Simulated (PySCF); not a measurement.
# H9NOSi3: electronic excitations at several levels of theory

Aim: compute the electronic excitations of H9NOSi3 (`N[SiH2][SiH2]O[SiH3]`) at several levels, and see how far they spread and what each costs.

The runs use PySCF 2.14.0, with density-fitted response routines of our own; the level of theory stands in each step. All values are computed, except where a source is named. Atoms are numbered from 0 throughout.

## 1. The starting structure

14 atoms, charge 0, multiplicity 1; geometry from: GFN2-xTB. The atoms were then displaced at random by about 0.01 Å, so the start is not that level's minimum.

Bonds of the start (Å): N0–Si1 1.70, Si1–Si2 2.29, Si2–O3 1.67, O3–Si4 1.58, N0–H5 1.01, N0–H6 1.03, Si1–H7 1.46, Si1–H8 1.50, Si2–H9 1.48, Si2–H10 1.45, Si4–H11 1.44, Si4–H12 1.46, Si4–H13 1.47.

## 2. Optimising the geometry at PBE0-D3(BJ)/def2-SVP

The job: settings as JSON, then the geometry in Å.

```
{"job": {"xc": "PBE0", "basis": "def2-SVP", "d3": "d3bj", "grid": 1, "shake": 0.01, "kind": "geom"}, "charge": 0, "multiplicity": 1}
N     -3.035980     0.070890     0.156650
Si    -1.557050    -0.596560     0.648290
Si     0.026150     0.902330    -0.040690
O      1.501500     0.205830     0.329220
Si     2.978500    -0.357350     0.354160
H     -3.903520    -0.433440     0.280910
H     -3.236110     1.064280     0.345930
H     -1.545950    -1.902530    -0.013380
H     -1.506310    -0.898430     2.119400
H      0.080490     2.194540     0.685080
H      0.100190     1.230010    -1.454940
H      3.136510    -1.262810    -0.760590
H      3.864320     0.797170     0.243710
H      3.090100    -1.028990     1.658540
```

Run with:

```sh
$ OMP_NUM_THREADS=1 python probes_run.py task.json out
```

One launch serves the whole session: the jobs run in the order shown.

Standard output:

```text
step   0  E = -1003.04659709  max force = 0.054506
step   1  E = -1003.06252081  max force = 0.009872
step   2  E = -1003.06302603  max force = 0.003181
step   3  E = -1003.06310294  max force = 0.000727
step   4  E = -1003.06315056  max force = 0.001757
step   5  E = -1003.06324716  max force = 0.003479
step   6  E = -1003.06334962  max force = 0.003596
step   7  E = -1003.06345792  max force = 0.002016
step   8  E = -1003.06352636  max force = 0.000954
step   9  E = -1003.06357358  max force = 0.001458
step  10  E = -1003.06362523  max force = 0.001927
step  11  E = -1003.06369097  max force = 0.001746
step  12  E = -1003.06373915  max force = 0.001080
step  13  E = -1003.06378025  max force = 0.000701
step  14  E = -1003.06379999  max force = 0.001115
step  15  E = -1003.06382007  max force = 0.000942
step  16  E = -1003.06383120  max force = 0.000401
optimisation converged
```

Run time: 88 s. Hardware: 1 thread of Arm Neoverse V2, shared host; peak memory 0.52 GiB.

The steps of the relaxation:

```
step  energy from step 0 (eV)  largest force component (eV/Å)
   0                   0.0000                          2.8028
   1                  -0.4333                          0.5076
   2                  -0.4471                          0.1636
   3                  -0.4491                          0.0374
   4                  -0.4504                          0.0903
   5                  -0.4531                          0.1789
   6                  -0.4559                          0.1849
   7                  -0.4588                          0.1037
   8                  -0.4607                          0.0491
   9                  -0.4620                          0.0750
  10                  -0.4634                          0.0991
  11                  -0.4651                          0.0898
  12                  -0.4665                          0.0555
  13                  -0.4676                          0.0360
  14                  -0.4681                          0.0573
  15                  -0.4687                          0.0484
  16                  -0.4690                          0.0206
```

Distances of close pairs at the start and the end, largest changes first:

```
   bond  before (Å)  after (Å)  change (Å)
 O3–Si4       1.581      1.656      +0.075
Si1–Si2       2.286      2.344      +0.058
Si4–H11       1.445      1.494      +0.050
Si2–H10       1.454      1.499      +0.046
 N0–Si1       1.695      1.739      +0.043
Si4–H12       1.459      1.496      +0.036
 Si1–H7       1.464      1.496      +0.032
Si4–H13       1.471      1.490      +0.018
```

The next job starts from the end point, and lists it.

```
                         at the end point                value
  point group (found at 0.08 Å tolerance)                   C1
rotational constants (GHz, main isotopes)  8.965, 0.823, 0.778
                        dipole moment (D)                 1.49
```

## 3. Excited states and response: PBE0/def2-SVP

The job: settings as JSON, then the geometry in Å.

```
{"job": {"kind": "uv", "xc": "PBE0", "basis": "def2-SVP"}, "charge": 0, "multiplicity": 1}
N     -3.166805     0.330555     0.382526
Si    -1.755303    -0.627798     0.718655
Si     0.087698     0.624013    -0.010869
O      1.489355    -0.094936     0.535481
Si     3.109106    -0.265230     0.234241
H     -4.082749    -0.103377     0.430014
H     -3.211121     1.278173     0.741828
H     -1.868388    -1.891533    -0.073438
H     -1.543604    -1.033341     2.152347
H      0.015301     2.030456     0.504980
H      0.105780     0.703357    -1.508016
H      3.325725    -1.024983    -1.034290
H      3.766934     1.072054     0.109912
H      3.720766    -1.012765     1.368537
```

With the program's defaults for keys left out, this is: TDDFT PBE0/def2-SVP, vertical, gas phase, core orbitals frozen in the response.

Standard output:

```text
coarse grid: 12600 points
cycle   1  E = -1002.8097039054  dE =  8.406e-02  |g| = 7.788e-01  |ddm| = 3.420e+00
cycle   2  E = -1002.5805882743  dE =  2.291e-01  |g| = 1.313e+00  |ddm| = 1.735e+00
cycle   3  E = -1002.9261840923  dE = -3.456e-01  |g| = 1.004e-01  |ddm| = 1.220e+00
cycle   4  E = -1002.9276466587  dE = -1.463e-03  |g| = 6.055e-02  |ddm| = 1.388e-01
cycle   5  E = -1002.9284547384  dE = -8.081e-04  |g| = 7.165e-03  |ddm| = 5.698e-02
cycle   6  E = -1002.9284688865  dE = -1.415e-05  |g| = 8.449e-04  |ddm| = 9.980e-03
cycle   7  E = -1002.9284691620  dE = -2.756e-07  |g| = 2.004e-04  |ddm| = 1.829e-03
final grid: 106328 points
cycle   8  E = -1003.0532489422  dE = -5.224e-06  |g| = 7.487e-03  |ddm| = 1.447e-02
cycle   9  E = -1003.0532318685  dE =  1.707e-05  |g| = 1.180e-02  |ddm| = 1.523e-02
cycle  10  E = -1003.0532602424  dE = -2.837e-05  |g| = 5.875e-04  |ddm| = 9.580e-03
cycle  11  E = -1003.0532603159  dE = -7.352e-08  |g| = 1.367e-04  |ddm| = 5.862e-04
cycle  12  E = -1003.0532603201  dE = -4.154e-09  |g| = 3.055e-05  |ddm| = 1.657e-04
cycle  13  E = -1003.0532603204  dE = -3.199e-10  |g| = 4.343e-06  |ddm| = 4.484e-05
converged SCF energy = -1003.0532603204

Static polarisability (au): isotropic 82.727, principal 72.926 79.266 95.990

Singlet excitations
state   eV       nm        f      main configurations
  1   5.5507    223.4   0.00254   H->L 0.96
  2   6.4195    193.1   0.01747   H-1->L 0.95
  3   6.8652    180.6   0.02059   H->L+1 0.84, H-2->L 0.08
  4   6.8719    180.4   0.00476   H-2->L 0.88
  5   7.3566    168.5   0.02969   H->L+2 0.82
  6   7.6336    162.4   0.02446   H-1->L+1 0.52, H-3->L 0.35
  7   7.7272    160.5   0.00742   H-3->L 0.46, H-1->L+1 0.29
  8   7.8568    157.8   0.08479   H->L+3 0.61, H-1->L+1 0.12
  9   7.9329    156.3   0.01599   H-4->L 0.65, H->L+3 0.10
 10   8.0963    153.1   0.01005   H->L+4 0.34, H-1->L+2 0.30

Triplet excitations (Tamm-Dancoff, eV): 5.1293 5.8717 6.1304 6.5477
```

Run time: 11 s. Hardware: 1 thread of Arm Neoverse V2, shared host; peak memory 0.66 GiB.

Frontier orbitals and where they lie:

```
orbital     eV                         atoms
 HOMO−3  -9.15  Si4 24 %, H12 20 %, H13 18 %
 HOMO−2  -8.48   O3 37 %, H10 14 %, H11 13 %
 HOMO−1  -7.98   Si1 24 %, N0 21 %, Si2 18 %
   HOMO  -7.13    N0 54 %, Si1 14 %, H8 12 %
   LUMO  -0.25  Si2 38 %, Si1 25 %, Si4 15 %
 LUMO+1   0.82  Si1 28 %, Si2 26 %, Si4 15 %
 LUMO+2   1.28  Si4 42 %, Si1 20 %, Si2 11 %
```

With each of the 10 states as a Gaussian band of 0.4 eV half-width at 1/e, the curve within the window shown has maxima at 159 nm (ε 5,700) L/(mol cm). Beyond the last state computed it falls off for lack of states. The curve at chosen wavelengths:

(nm, ε (L/mol/cm)): (148, 1004), (152, 2928), (156, 5030), (160, 5623), (164, 4625), (168, 3245), (172, 2266), (177, 1703), (181, 1530), (185, 1397), (189, 1235), (193, 1034), (197, 798), (201, 555), (205, 350), (209, 214), (213, 145), (217, 120), (221, 113), (226, 104), (230, 90), (234, 71), (238, 51), (242, 34), (246, 21), (250, 12)

Further results of this job:

```
           property  computed
  dipole moment (D)      1.49
polarisability (Å³)     12.26
 HOMO–LUMO gap (eV)      6.88
      −ε(HOMO) (eV)      7.13
```

## 4. TDDFT and polarisability: PBE0/def2-TZVP

The job, as its differences from that of step 3:

```diff
@@ -1,2 +1,2 @@
-{"job": {"kind": "uv", "xc": "PBE0", "basis": "def2-SVP"}, "charge": 0, "multiplicity": 1}
+{"job": {"kind": "uv", "xc": "PBE0", "basis": "def2-TZVP"}, "charge": 0, "multiplicity": 1}
 N     -3.166805     0.330555     0.382526
```

With the program's defaults for keys left out, this is: TDDFT PBE0/def2-TZVP, vertical, gas phase, core orbitals frozen in the response.

Standard output:

```text
coarse grid: 12600 points
cycle   1  E = -1003.4074116226  dE =  8.037e-02  |g| = 8.426e-01  |ddm| = 2.685e+00
cycle   2  E = -1003.1341208245  dE =  2.733e-01  |g| = 1.447e+00  |ddm| = 1.244e+00
cycle   3  E = -1003.5319490765  dE = -3.978e-01  |g| = 1.191e-01  |ddm| = 8.891e-01
cycle   4  E = -1003.5337382400  dE = -1.789e-03  |g| = 7.263e-02  |ddm| = 1.065e-01
cycle   5  E = -1003.5348018140  dE = -1.064e-03  |g| = 1.127e-02  |ddm| = 4.820e-02
cycle   6  E = -1003.5348263171  dE = -2.450e-05  |g| = 1.220e-03  |ddm| = 8.358e-03
cycle   7  E = -1003.5348266517  dE = -3.346e-07  |g| = 3.527e-04  |ddm| = 1.491e-03
final grid: 106328 points
cycle   8  E = -1003.5298509010  dE = -1.813e-05  |g| = 7.847e-03  |ddm| = 1.567e-02
cycle   9  E = -1003.5298328476  dE =  1.805e-05  |g| = 1.241e-02  |ddm| = 1.074e-02
cycle  10  E = -1003.5298620541  dE = -2.921e-05  |g| = 7.459e-04  |ddm| = 6.804e-03
cycle  11  E = -1003.5298621441  dE = -9.000e-08  |g| = 2.742e-04  |ddm| = 4.853e-04
cycle  12  E = -1003.5298621583  dE = -1.419e-08  |g| = 6.120e-05  |ddm| = 1.968e-04
cycle  13  E = -1003.5298621591  dE = -8.163e-10  |g| = 7.514e-06  |ddm| = 4.364e-05
converged SCF energy = -1003.5298621591

Static polarisability (au): isotropic 90.999, principal 79.577 87.006 106.414

Singlet excitations
state   eV       nm        f      main configurations
  1   5.3486    231.8   0.00311   H->L 0.96
  2   6.1266    202.4   0.01630   H-1->L 0.94
  3   6.6015    187.8   0.00780   H-2->L 0.63, H->L+1 0.29
  4   6.6086    187.6   0.01017   H->L+1 0.58, H-2->L 0.32
  5   7.0498    175.9   0.03388   H->L+2 0.83
  6   7.2679    170.6   0.01474   H-1->L+1 0.55, H-3->L 0.35
  7   7.3712    168.2   0.06979   H->L+3 0.69, H-3->L 0.09
  8   7.3961    167.6   0.02190   H-3->L 0.36, H-1->L+1 0.28, H->L+3 0.11
  9   7.5611    164.0   0.00773   H-4->L 0.70, H-2->L+1 0.12
 10   7.6169    162.8   0.05030   H->L+4 0.73, H->L+3 0.11

Triplet excitations (Tamm-Dancoff, eV): 4.9117 5.6319 5.8356 6.3042
```

Run time: 27 s. Hardware: 1 thread of Arm Neoverse V2, shared host; peak memory 0.96 GiB.

In short: HOMO -7.31 eV, LUMO -0.66 eV; lowest singlet 5.35 eV.

## 5. Excited states and response: PBE0/aug-cc-pVDZ

The job, as its differences from that of step 4:

```diff
@@ -1,2 +1,2 @@
-{"job": {"kind": "uv", "xc": "PBE0", "basis": "def2-TZVP"}, "charge": 0, "multiplicity": 1}
+{"job": {"kind": "uv", "xc": "PBE0", "basis": "aug-cc-pVDZ"}, "charge": 0, "multiplicity": 1}
 N     -3.166805     0.330555     0.382526
```

Level: TDDFT PBE0/aug-cc-pVDZ, vertical, gas phase, core orbitals frozen in the response.

Standard output:

```text
coarse grid: 12600 points
cycle   1  E = -1003.2997835843  dE =  1.557e-01  |g| = 7.881e-01  |ddm| = 7.875e+00
cycle   2  E = -1003.0321445849  dE =  2.676e-01  |g| = 1.385e+00  |ddm| = 3.098e+00
cycle   3  E = -1003.4184684082  dE = -3.863e-01  |g| = 1.052e-01  |ddm| = 1.998e+00
cycle   4  E = -1003.4199891691  dE = -1.521e-03  |g| = 6.808e-02  |ddm| = 3.166e-01
cycle   5  E = -1003.4210107313  dE = -1.022e-03  |g| = 8.216e-03  |ddm| = 1.048e-01
cycle   6  E = -1003.4210299542  dE = -1.922e-05  |g| = 8.927e-04  |ddm| = 2.327e-02
cycle   7  E = -1003.4210302654  dE = -3.112e-07  |g| = 2.493e-04  |ddm| = 4.102e-03
final grid: 106328 points
cycle   8  E = -1003.4371630273  dE = -6.589e-06  |g| = 7.101e-03  |ddm| = 1.016e-01
cycle   9  E = -1003.4371464433  dE =  1.658e-05  |g| = 1.141e-02  |ddm| = 2.619e-02
cycle  10  E = -1003.4371734018  dE = -2.696e-05  |g| = 5.959e-04  |ddm| = 1.633e-02
cycle  11  E = -1003.4371734798  dE = -7.796e-08  |g| = 1.750e-04  |ddm| = 1.277e-03
cycle  12  E = -1003.4371734860  dE = -6.207e-09  |g| = 4.264e-05  |ddm| = 3.310e-04
cycle  13  E = -1003.4371734866  dE = -5.698e-10  |g| = 4.897e-06  |ddm| = 1.235e-04
converged SCF energy = -1003.4371734866

Static polarisability (au): isotropic 98.503, principal 86.010 93.961 115.539

Singlet excitations
state   eV       nm        f      main configurations
  1   5.2493    236.2   0.00508   H->L 0.96
  2   5.9936    206.9   0.01550   H-1->L 0.69, H->L+1 0.27
  3   6.2362    198.8   0.00115   H->L+1 0.68, H-1->L 0.26
  4   6.4753    191.5   0.00094   H-2->L 0.90
  5   6.6255    187.1   0.08837   H->L+2 0.61, H->L+3 0.29
  6   6.6972    185.1   0.01228   H->L+4 0.75, H->L+5 0.11
  7   6.8315    181.5   0.03108   H->L+3 0.51, H->L+5 0.15, H->L+2 0.15
  8   6.8977    179.7   0.00610   H-1->L+1 0.74
  9   6.9843    177.5   0.04288   H->L+5 0.62, H->L+4 0.11, H->L+2 0.09
 10   7.1954    172.3   0.01153   H->L+6 0.75

Triplet excitations (Tamm-Dancoff, eV): 4.8965 5.5493 5.8941 6.1872
```

It took 24 s on 1 thread of Arm Neoverse V2, shared host; peak memory 0.91 GiB.

In short: HOMO -7.30 eV, LUMO -0.81 eV; lowest singlet 5.25 eV.

## 6. Ultraviolet spectrum: PBE0/def2-TZVPD

The job, as its differences from that of step 5:

```diff
@@ -1,2 +1,2 @@
-{"job": {"kind": "uv", "xc": "PBE0", "basis": "aug-cc-pVDZ"}, "charge": 0, "multiplicity": 1}
+{"job": {"kind": "uv", "xc": "PBE0", "basis": "def2-TZVPD"}, "charge": 0, "multiplicity": 1}
 N     -3.166805     0.330555     0.382526
```

With the program's defaults for keys left out, this is: TDDFT PBE0/def2-TZVPD, vertical, gas phase, core orbitals frozen in the response.

Standard output:

```text
coarse grid: 12600 points
cycle   1  E = -1003.4096200571  dE =  8.028e-02  |g| = 8.415e-01  |ddm| = 2.929e+00
cycle   2  E = -1003.1287662183  dE =  2.809e-01  |g| = 1.457e+00  |ddm| = 1.170e+00
cycle   3  E = -1003.5339603670  dE = -4.052e-01  |g| = 1.189e-01  |ddm| = 8.214e-01
cycle   4  E = -1003.5357135915  dE = -1.753e-03  |g| = 7.384e-02  |ddm| = 1.068e-01
cycle   5  E = -1003.5368141386  dE = -1.101e-03  |g| = 1.185e-02  |ddm| = 4.847e-02
cycle   6  E = -1003.5368412577  dE = -2.712e-05  |g| = 1.232e-03  |ddm| = 1.000e-02
cycle   7  E = -1003.5368416028  dE = -3.451e-07  |g| = 3.609e-04  |ddm| = 2.030e-03
final grid: 106328 points
cycle   8  E = -1003.5318666652  dE = -1.959e-05  |g| = 7.856e-03  |ddm| = 5.262e-02
cycle   9  E = -1003.5318481071  dE =  1.856e-05  |g| = 1.252e-02  |ddm| = 1.027e-02
cycle  10  E = -1003.5318778753  dE = -2.977e-05  |g| = 7.365e-04  |ddm| = 6.738e-03
cycle  11  E = -1003.5318779626  dE = -8.724e-08  |g| = 2.822e-04  |ddm| = 5.721e-04
cycle  12  E = -1003.5318779775  dE = -1.495e-08  |g| = 6.591e-05  |ddm| = 1.877e-04
cycle  13  E = -1003.5318779785  dE = -9.454e-10  |g| = 8.187e-06  |ddm| = 5.447e-05
converged SCF energy = -1003.5318779785

Static polarisability (au): isotropic 97.312, principal 85.115 92.968 113.853

Singlet excitations
state   eV       nm        f      main configurations
  1   5.2677    235.4   0.00380   H->L 0.96
  2   6.0220    205.9   0.01722   H-1->L 0.86, H->L+1 0.11
  3   6.3449    195.4   0.00660   H->L+1 0.81, H-1->L 0.10
  4   6.5194    190.2   0.00099   H-2->L 0.93
  5   6.7309    184.2   0.01623   H->L+3 0.87
  6   6.8730    180.4   0.10052   H->L+2 0.71, H->L+4 0.18
  7   7.0047    177.0   0.00905   H-1->L+1 0.83, H-3->L 0.08
  8   7.1053    174.5   0.04670   H->L+4 0.50, H->L+5 0.26
  9   7.2638    170.7   0.00684   H-3->L 0.59
 10   7.3170    169.4   0.04026   H->L+5 0.54, H->L+2 0.15, H->L+4 0.10

Triplet excitations (Tamm-Dancoff, eV): 4.8583 5.5451 5.7484 6.2289
```

Run time: 39 s. Hardware: 1 thread of Arm Neoverse V2, shared host; peak memory 1.1 GiB.

Key values: HOMO -7.36 eV, LUMO -0.81 eV; lowest singlet 5.27 eV.

## 7. Excited states and response: PBE0/6-31+G*

The job, as its differences from that of step 6:

```diff
@@ -1,2 +1,2 @@
-{"job": {"kind": "uv", "xc": "PBE0", "basis": "def2-TZVPD"}, "charge": 0, "multiplicity": 1}
+{"job": {"kind": "uv", "xc": "PBE0", "basis": "6-31+G*"}, "charge": 0, "multiplicity": 1}
 N     -3.166805     0.330555     0.382526
```

Method: TDDFT PBE0/6-31+G*, vertical, gas phase, core orbitals frozen in the response.

Standard output:

```text
coarse grid: 12600 points
cycle   1  E = -1003.3258151156  dE =  1.098e-01  |g| = 7.700e-01  |ddm| = 3.377e+00
cycle   2  E = -1003.0810690198  dE =  2.447e-01  |g| = 1.335e+00  |ddm| = 1.751e+00
cycle   3  E = -1003.4411367337  dE = -3.601e-01  |g| = 9.428e-02  |ddm| = 1.147e+00
cycle   4  E = -1003.4422642643  dE = -1.128e-03  |g| = 6.305e-02  |ddm| = 1.649e-01
cycle   5  E = -1003.4431464189  dE = -8.822e-04  |g| = 7.142e-03  |ddm| = 6.650e-02
cycle   6  E = -1003.4431606395  dE = -1.422e-05  |g| = 7.522e-04  |ddm| = 1.255e-02
cycle   7  E = -1003.4431608635  dE = -2.240e-07  |g| = 1.747e-04  |ddm| = 2.015e-03
final grid: 106328 points
cycle   8  E = -1003.3768075476  dE = -4.978e-06  |g| = 7.216e-03  |ddm| = 2.411e-02
cycle   9  E = -1003.3767905729  dE =  1.697e-05  |g| = 1.154e-02  |ddm| = 1.566e-02
cycle  10  E = -1003.3768185433  dE = -2.797e-05  |g| = 5.510e-04  |ddm| = 1.010e-02
cycle  11  E = -1003.3768186041  dE = -6.078e-08  |g| = 1.434e-04  |ddm| = 6.499e-04
cycle  12  E = -1003.3768186085  dE = -4.438e-09  |g| = 3.560e-05  |ddm| = 2.517e-04
cycle  13  E = -1003.3768186089  dE = -3.749e-10  |g| = 3.646e-06  |ddm| = 9.103e-05
converged SCF energy = -1003.3768186089

Static polarisability (au): isotropic 86.765, principal 77.141 83.826 99.328

Singlet excitations
state   eV       nm        f      main configurations
  1   5.2685    235.3   0.00438   H->L 0.96
  2   6.0582    204.7   0.01696   H-1->L 0.83, H->L+1 0.14
  3   6.3771    194.4   0.00208   H->L+1 0.79, H-1->L 0.14
  4   6.5640    188.9   0.00093   H-2->L 0.92
  5   6.7816    182.8   0.11355   H->L+2 0.74, H->L+3 0.19
  6   7.0401    176.1   0.00843   H-1->L+1 0.40, H->L+4 0.38
  7   7.0711    175.3   0.00666   H-1->L+1 0.42, H->L+4 0.39
  8   7.0962    174.7   0.03445   H->L+3 0.64, H->L+5 0.15, H->L+2 0.10
  9   7.3234    169.3   0.03540   H->L+5 0.42, H->L+6 0.15, H->L+4 0.09
 10   7.3626    168.4   0.02784   H-3->L 0.53, H->L+5 0.09

Triplet excitations (Tamm-Dancoff, eV): 4.9406 5.6105 6.1558 6.3048
```

Run time: 10 s. Hardware: 1 thread of Arm Neoverse V2, shared host; peak memory 0.64 GiB.

In short: HOMO -7.30 eV, LUMO -0.77 eV; lowest singlet 5.27 eV.

## 8. Side by side: electronic excitations

Excitations and ground-state properties, with basis size and wall time:

```
             run  lowest singlet (eV)  brightest (eV)      f  gap (eV)  α (Å³)  μ (D)  functions  time
   PBE0/def2-SVP                 5.55            7.86  0.085      6.88   12.26   1.49        127  11 s
  PBE0/def2-TZVP                 5.35            7.37  0.070      6.65   13.48   1.46        227  27 s
PBE0/aug-cc-pVDZ                 5.25            6.63  0.088      6.49   14.60   1.31        208  24 s
 PBE0/def2-TZVPD                 5.27            6.87  0.101      6.55   14.42   1.36        287  39 s
    PBE0/6-31+G*                 5.27            6.78  0.114      6.53   12.86   1.32        120  10 s
```

## 9. What came out

```
                                quantity                        value
                             point group                           C1
    rotational constants (main isotopes)         8.96, 0.82, 0.78 GHz
          lowest singlet (PBE0/def2-SVP)  5.55 eV (223 nm), f = 0.003
brightest single state of those computed  state 8, 7.86 eV, f = 0.085
                          lowest triplet                      5.13 eV
             range of the lowest singlet              5.25 to 5.55 eV
```

**Reading.** Single values in the summary come from the first run of each kind that ended normally (PBE0/def2-SVP), which need not be the best level. The optimisation took 16 steps and gained 0.469 eV; among the close pairs (by a distance rule), O3–Si4 changed most, from 1.581 to 1.656 Å. The first singlet state (HOMO→LUMO 0.96) lies at 5.55 eV and is weak; of the 10 states computed, the strongest absorption comes from state 8 at 7.86 eV. The lowest triplet lies 0.42 eV below the lowest singlet (triplets in Tamm-Dancoff, singlets in full TDDFT). States above −ε(HOMO) lie where TDDFT describes them poorly and they hang on the basis; the brightest is among them. The basis of PBE0/def2-SVP has no diffuse functions, so Rydberg states are missing and the high states are unreliable. The lowest singlet runs from 5.25 eV (PBE0/aug-cc-pVDZ) to 5.55 eV (PBE0/def2-SVP), while the orbital gap spans 6.49 to 6.88 eV. The lowest state need not be the same one in every run.
